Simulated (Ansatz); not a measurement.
**GeH₄O (singlet): from Hartree-Fock to the top rungs at a displaced geometry (v2), cc-pVDZ**

An exercise on one series of results from a longer session: the logs are not shown, and one member is left open.

The runs use Ansatz 0.2.0, Gaussian basis; cc-pVDZ, core rule «outside noble gas», up to 15 orbitals frozen.

To be run: UHF; CCSD(T) on RHF; BCCD(T) on RHF; CISD; CCSDT(Q) on RHF.

17 further runs of the same task are left out: 1 for a known fault of the program, 6 that didn't finish, 10 set aside as unsound or not needed.

## The system

The geometry is a PBE0/def2-TZVP stationary point (not a proven minimum) with its atoms shifted at random (size 0.100 Å). No spin-orbit coupling is included. The filled d shell of Ge may be among the frozen orbitals whatever the setting's name suggests; the logs give the count.

6 atoms, charge 0, spin multiplicity 1.

Atoms are counted from 1 here; the program's logs count them from 0.

Bond lengths: Ge1–O2 1.780 Å, Ge1–H3 1.483 Å, Ge1–H4 1.463 Å, Ge1–H5 1.657 Å, O2–H6 1.087 Å. Angles: O2–Ge1–H3 115.6°, O2–Ge1–H4 105.7°, O2–Ge1–H5 101.4°, H3–Ge1–H4 112.5°, H3–Ge1–H5 108.0°, H4–Ge1–H5 113.4°, Ge1–O2–H6 112.3°.

Set-up of the first run:

in.yaml reads:

```yaml
crystal:
  periodic: [false, false, false]
  atoms:
    - {symbol: Ge, position_ang: [0.030382, -0.010077, 0.314923]}
    - {symbol: O, position_ang: [-0.134492, 0.115303, -1.452794]}
    - {symbol: H, position_ang: [1.201814, -0.782594, 0.795759]}
    - {symbol: H, position_ang: [0.025237, 1.365962, 0.811425]}
    - {symbol: H, position_ang: [-1.337507, -0.856997, 0.711091]}
    - {symbol: H, position_ang: [0.055709, -0.830376, -1.953384]}
basis:
  gaussian: {orbitals: cc-pVDZ}
magnetization: {spin_polarized: true, initial_magnetization: 0}
hamiltonian: {xc: hf}
output: {orbitals: {seedname: orbitals}}
```

Started as:

```sh
$ ansatz run in.yaml --threads 1 --pin off --events-out ev --progress --plain --max-ram 2393MiB
```

Among the steps run: UHF; CCSD(T) on RHF; BCCD(T) on RHF; CISD; CCSDT(Q) on RHF.

One table of the session follows, with a row left open; its other results are not shown here.

It belongs to the step «Misses and costs». 

| method | from RCCSDT(Q) (meV) |
| --- | --- |
| RHF | +9139.2 |
| RMP2 | +953.4 |
| RCCSD | +227.0 |
| RCCSD(T) | ? |
| BCCD(T) | +38.7 |
| RCCSDT | +23.2 |
| RCCSDT(Q) | 0 |

Estimate the missing values for RCCSD(T).

**Answer.** from RCCSDT(Q) (meV): +40.3. In the column «from RCCSDT(Q) (meV)» it lies between BCCD(T) (+38.7) and RCCSD (+227.0).

Not comparable, so not listed: CISD (they don't share determinant, frozen orbitals or solution with the rows shown, or repeat one).
